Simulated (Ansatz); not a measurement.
# NbTe2: the cost of one run

Computed with Ansatz 0.2.0 (DFT LDA+U (U_eff = 4 eV on Nb d), plane waves, PAW, unless a step's input says otherwise).

1 further run of the same task is left out (it didn't finish). Runs told in other sessions of the task aren't counted.

**1. Starting point**

Symmetry: R-3m, No. 166, trigonal system. The conventional cell has a = 4.187 Å, b = 4.187 Å, c = 18.990 Å, α = 90.00°, β = 90.00°, γ = 120.00°. Nb (site symmetry -3m) has 6 Te at 2.87 Å in its first shell of neighbours. Around Te (site symmetry 3m) lie 3 Nb at 2.87 Å.

As a file:

```
CELL_PARAMETERS angstrom
2.09371 1.20881 6.33008
-2.09371 1.20881 6.33008
0.00000 -2.41761 6.33008
ATOMIC_POSITIONS crystal
Nb 0.00000 0.00000 0.00000
Te 0.25200 0.25200 0.25200
Te 0.74800 0.74800 0.74800
```

An earlier series on this cell reached its lowest free state from «ferromagnetic start, free, default search», perhaps among other starts.

**2. Site moments held (series factor 0.95; the input gives the size)**

The input, input.yaml:

```yaml
crystal:
  lattice:
    - [2.093712, 1.20880519, 6.33007991]
    - [-2.093712, 1.20880519, 6.33007991]
    - [0.0, -2.41761037, 6.33007991]
  atoms:
    - { symbol: Nb, position: [0.0, 0.0, 0.0], spin: 0.98 }
    - { symbol: Te, position: [0.252, 0.252, 0.252] }
    - { symbol: Te, position: [0.748, 0.748, 0.748] }
basis:
  ecutwfc: 420
  ecutrho_ratio: 4
kpoints:
  mp_grid: { grid: [5, 5, 5] }
hamiltonian:
  xc: lda
  hubbard:
    sites:
      - { site: 0, l: d, u_eff: 4.0, starting_ns: [{ spin: up, occupation_matrix: s0up }, { spin: down, occupation_matrix: s0down }] }
    occupation_matrices:
      s0up:
        matrix:
          - [0.97, 0.0, 0.0, 0.0, 0.0]
          - [0.0, 0.02, 0.0, 0.0, 0.0]
          - [0.0, 0.0, 0.02, 0.0, 0.0]
          - [0.0, 0.0, 0.0, 0.02, 0.0]
          - [0.0, 0.0, 0.0, 0.0, 0.02]
      s0down:
        matrix:
          - [0.02, 0.0, 0.0, 0.0, 0.0]
          - [0.0, 0.02, 0.0, 0.0, 0.0]
          - [0.0, 0.0, 0.02, 0.0, 0.0]
          - [0.0, 0.0, 0.0, 0.02, 0.0]
          - [0.0, 0.0, 0.0, 0.0, 0.02]
    ns_hold: { iters: 8 }
scf:
  occupations: { method: gaussian, width: 0.05 }
  lower_state_search: "off"
  max_iter: 150
output:
  forces: true
  stress: true
  eigenvalues: true
  populations: true
  hubbard: { sites: [{ site: 0, l: d }] }
magnetization:
  spin_polarized: true
  spin_locking: { lock_spins: true }
```

The typed matrices put 0.97 on the chosen orbitals and 0.02 on the others, and are held for 8 cycles. The lock stays on to the end, so the result is a constrained state unless its moments die out.

Launch:

```sh
$ ansatz run input.yaml --threads 2 --pin off --max-ram 3072MiB --backend cpu --events-out ev --progress --plain --runs-dir out
```

Q: Estimate wall time and peak memory on 2 threads of Arm Neoverse N1, shared host.

About 21 s, with a peak of 0.49 GiB.
